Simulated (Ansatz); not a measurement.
**GaBr₃: how energies converge with the basis set**

One table from this session's results is given with a row withheld; the runs are named, their logs left out.

The runs use Ansatz 0.2.0, Gaussian basis; one geometry, several basis sets.

The runs, in order: PBE0-D4/def2-SVP; ωB97M-V/def2-SVP; PBE0-D4/def2-QZVPP; ωB97M-V/def2-QZVPP; the functionals' def2-TZVPP values are taken from earlier runs.

### The relaxed structure

All runs share one geometry, relaxed beforehand with PBE0-D4 in a triple-zeta def2 set.

SMILES `[Br][Ga]([Br])[Br]`, 4 atoms, charge 0, spin multiplicity 1.

Atoms are counted from 1 here; the program's logs count them from 0.

Bond lengths: Br1–Ga2 2.261 Å, Ga2–Br3 2.261 Å, Ga2–Br4 2.261 Å. Angles: Br1–Ga2–Br3 120.0°, Br1–Ga2–Br4 120.0°, Br3–Ga2–Br4 120.0°.

Coordinates:

```xyz
4
charge 0, multiplicity 1
Br   -0.06665    0.54865    2.18303
Ga    0.01395   -0.01508   -0.00506
Br    0.88710   -2.00524   -0.62841
Br   -0.77880    1.41136   -1.56986
```

Set-up of the first run:

The input, in.yaml:

```yaml
crystal:
  periodic: [false, false, false]
  atoms:
    - {symbol: Br, position_ang: [-0.066652, 0.548650, 2.183026]}
    - {symbol: Ga, position_ang: [0.013953, -0.015076, -0.005056]}
    - {symbol: Br, position_ang: [0.887098, -2.005237, -0.628407]}
    - {symbol: Br, position_ang: [-0.778798, 1.411364, -1.569863]}
basis:
  gaussian: {orbitals: def2-SVP}
hamiltonian: {xc: pbe0, dispersion: d4}
output: {orbitals: {seedname: orbitals}}
```

On the command line:

```bash
$ ansatz run in.yaml --threads 4 --pin off --events-out ev --progress --plain --max-ram 10444MiB
```

Steps of the session up to this table: PBE0-D4 in def2-SVP; ωB97M-V in def2-SVP; PBE0-D4 in def2-QZVPP; ωB97M-V in def2-QZVPP.

One table of the session follows, with a row left open; its other results are not shown here.

It belongs to the step «Density functionals: the series». 

| functional | basis | HOMO (eV) | LUMO (eV) |
| --- | --- | --- | --- |
| PBE0-D4 | def2-SVP | -8.59 | -2.10 |
| PBE0-D4 | def2-TZVPP | -8.71 | -2.22 |
| PBE0-D4 | def2-QZVPP | -8.71 | -2.25 |
| ωB97M-V | def2-SVP | -10.76 | -0.13 |
| ωB97M-V | def2-TZVPP | ? | ? |
| ωB97M-V | def2-QZVPP | -10.92 | -0.42 |

**Question.** Estimate the row for ωB97M-V, def2-TZVPP.

**Answer.** HOMO (eV): -10.91; LUMO (eV): -0.33. In the column «HOMO (eV)» it lies between ωB97M-V, def2-QZVPP (-10.92) and ωB97M-V, def2-SVP (-10.76).
